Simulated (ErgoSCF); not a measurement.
# AgH (SMILES [AgH]) at HF/STO-3G

What is the energy change on altering one bond length of AgH at HF/STO-3G? 

Program for the calculation: ErgoSCF 3.8.

6 further runs of the same task are left out: 4 that didn't finish, 2 set aside as unsound or not needed.

### Step 1. The system as given

AgH: 2 atoms, total charge 0, spin state singlet. SMILES: `[AgH]`. The bond length is the measured one.

Bond lengths: Ag1–H2 1.618 Å.

### Step 2. The energy at HF/STO-3G

job.ego reads:

```
set_nthreads("env")
tmpdir = "."
scf.max_number_of_iterations = 80
basis = "STO-3G"
scf.output_mulliken_pop = 1
molecule_inline Angstrom
Ag 0.000000 0.000000 0.000000
H  0.000000 0.000000 1.618100
EOF
run "HF"
```

The basis set STO-3G is read from a file made from the Basis Set Exchange's data (not shown).

On the command line:

```console
$ ergo < job.ego
```

What it wrote (excerpt; [...] marks lines left out):

```text
[...]
INSC SCF_general constructor, number of basis functions: 28
[...]
INSC Energy   1 =      -5131.14561114474
[...]
INDE PURIFICATION CONVERGED after 32 iterations
[...]
INDE PURIFICATION CONVERGED after 33 iterations
[...]
INDE PURIFICATION CONVERGED after 28 iterations
[...]
INDE PURIFICATION CONVERGED after 28 iterations
[...]
INDE E(LUMO) - E(HOMO) <=          0.45110646950 =         12.27523243820 eV
[...]
INSC Energy  13 =      -5147.05402223324  ( diff     -0.000000000006366 )
[...]
RESC CONVERGED after  13 iterations.
RESC FINAL ENERGY:      -5147.05402223324
[...]
INSC SCF: dipole_moment_x [atomic units] =       0.00000000
INSC SCF: dipole_moment_y [atomic units] =       0.00000000
INSC SCF: dipole_moment_z [atomic units] =      -0.77317212
[...]
```

Wall time 3.3 s (1 thread of Arm Neoverse V1, shared host); peak memory 0.26 GiB.

### Step 3. The distorted shape at the same level

input.ego reads:

```
# AgH, HF
set_nthreads("env")
molecule_inline Angstrom
Ag 0.000000 0.000000 -0.323600
H  0.000000 0.000000 1.618100
EOF
tmpdir = "."
scf.max_number_of_iterations = 80
basis = "STO-3G"
scf.output_mulliken_pop = 1
run "HF"
```

The basis set STO-3G is read from a file made from the Basis Set Exchange's data (not shown).

On the command line:

```console
$ ergo input.ego
```

What it wrote (excerpt; [...] marks lines left out):

```text
[...]
INSC SCF_general constructor, number of basis functions: 28
[...]
INSC Energy   1 =      -5130.75859493237
[...]
INDE PURIFICATION CONVERGED after 32 iterations
[...]
INDE PURIFICATION CONVERGED after 41 iterations
[...]
INDE PURIFICATION CONVERGED after 26 iterations
[...]
INDE PURIFICATION CONVERGED after 26 iterations
[...]
INDE E(LUMO) - E(HOMO) <=          0.41874957700 =         11.39475653448 eV
[...]
INSC Energy  13 =      -5147.00841589521  ( diff      0.000000000000000 )
[...]
RESC CONVERGED after  13 iterations.
RESC FINAL ENERGY:      -5147.00841589521
[...]
INSC SCF: dipole_moment_x [atomic units] =       0.00000000
INSC SCF: dipole_moment_y [atomic units] =       0.00000000
INSC SCF: dipole_moment_z [atomic units] =      -0.83878922
[...]
```

It took 3.3 s on 1 thread of Arm Neoverse V1, shared host; peak memory 0.26 GiB.

### Step 4. Outcome

Level: HF/STO-3G.

| quantity | value |
| --- | --- |
| first shape: total energy | -5147.05402 Eh |
| first shape: dipole moment | 1.97 D |
| distorted shape: total energy | -5147.00842 Eh |
| distorted shape: dipole moment | 2.13 D |
| energy change with the Ag1–H2 bond stretched from 1.618 to 1.942 Å | 1.241 eV |

In words: With the Ag1–H2 bond stretched from 1.618 to 1.942 Å the energy rises by 1.24 eV (120 kJ/mol). The first shape isn't relaxed at this level, so the change isn't measured from a minimum. The minimal basis adds a large error of its own. Relativity is left out (first shape) although the molecule holds a heavy atom. Relativity is left out (distorted shape) although the molecule holds a heavy atom.
